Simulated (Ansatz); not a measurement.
# Two structures of Cs: comparison of enthalpies under pressure

An exercise on one series of results from a longer session: the logs are not shown, and one member is left open.

All numbers are computed with Ansatz 0.2.0 through its Python package. Level of theory: DFT PBEsol, plane waves, PAW.

**The system**

Cs Im-3m: It takes space group Im-3m (No. 229, cubic). Conventional cell: a = 6.070 Å, b = 6.070 Å, c = 6.070 Å, α = 90.00°, β = 90.00°, γ = 90.00°.

Cs Fd-3m: Symmetry: Fd-3m, No. 227, cubic system. The conventional cell has a = 10.510 Å, b = 10.510 Å, c = 10.510 Å, α = 90.00°, β = 90.00°, γ = 90.00°.

The script holds or builds the structure itself.

Set-up of the first run:

transition_cs.py

```python
# -*- coding: utf-8 -*-
'''Enthalpies of two structures of Cs under pressure.'''

import warnings

import ansatz as az
import numpy as np
from tabulate import tabulate

CUTOFF_EV = 500
KSPACING = 0.33
OCCUPATIONS = 'fermi_dirac'
SIGMA = 0.05


def bcc(first, a):
    return (
        az.Lattice.bcc(a)
        .space_group(229)
        .atom(first, (0, 0, 0))
        .primitive()
    )


def diamond(a_site, a):
    return (
        az.Lattice.fcc(a)
        .space_group(227, origin_choice=1)
        .atom(a_site, (0, 0, 0))
        .primitive()
    )


def solve(name, crystal, pressure=0.0):
    calc = (
        crystal.calculation()
        .functional(az.Functional.PBESOL)
        .basis(CUTOFF_EV)
        .kpoints(spacing=KSPACING)
        .occupations(OCCUPATIONS, width=SIGMA)
    )
    calc = calc.relax(force_tolerance=0.03, max_steps=40, cell=True, pressure=pressure)
    return calc.run(threads=1, pin='off')


def volume_per_atom(outcome):
    return abs(np.linalg.det(outcome.lattice.cell_ang)) / len(outcome.lattice.sites)

warnings.simplefilter('ignore', az.DeckWarning)

phases = {}
phases['bcc'] = bcc('Cs', 6.07)
phases['diamond'] = diamond('Cs', 10.51)

# H = E + PV, with 1 eV per cubic angstrom equal to 160.2 GPa
pressures = [0, 15, 30, 45]
enthalpy, volume = {name: [] for name in phases}, {name: [] for name in phases}
for p in pressures:
    for name, crystal in phases.items():
        o = solve(name, crystal, pressure=p)
        volume[name].append(volume_per_atom(o))
        enthalpy[name].append(o.report['energy_sigma0_ev'] / len(o.lattice.sites) + p * volume[name][-1] / 160.21766)
gap = np.array(enthalpy['diamond']) - np.array(enthalpy['bcc'])
rows = [(p, va, vb, 1000 * d) for p, va, vb, d in zip(pressures, volume['bcc'], volume['diamond'], gap)]
print(tabulate(rows, headers=['P (GPa)', 'V bcc (A^3/atom)', 'V diamond (A^3/atom)', 'H(diamond) - H(bcc) (meV/atom)'], floatfmt='.4f', tablefmt='psql'))
crossings = [p0 - g0 * (p1 - p0) / (g1 - g0) for p0, p1, g0, g1 in zip(pressures, pressures[1:], gap, gap[1:]) if g0 * g1 < 0]
print('crossing near', [round(float(p), 1) for p in crossings], 'GPa') if crossings else print('no crossing in this range')
```

Started as:

```console
python transition_cs.py
```

Among the steps run: Running it.

One of the session's tables, all rows but one given; the rest of the session is left out.

Enthalpy H = E + pV of the second structure less the first:

```
pressure (GPa)  ΔH (meV/atom)
             0          286.6
            15         1298.4
            30              ?
            45         3204.2
```

Estimate the missing values for pressure (GPa) = 30.

Worked estimate for «ΔH (meV/atom)». A straight line through the neighbours (15, 1298.4) and (45, 3204.2) gives 1298.4 + (3204.2 − 1298.4) × (30 − 15) / (45 − 15) = 2251.3; a parabola fitted to 3 rows on both sides gives 2270.9.

As computed: ΔH (meV/atom): 2334.4. In «ΔH (meV/atom)» the line misses by -83.1 and the parabola by -63.5.

Caveats from the session: For the metals among these cells the mesh is coarse, so their volumes and pressures are rough. Only these two structures are compared, at zero temperature and with their symmetry kept; either may be hypothetical, and another phase may be lower than both.
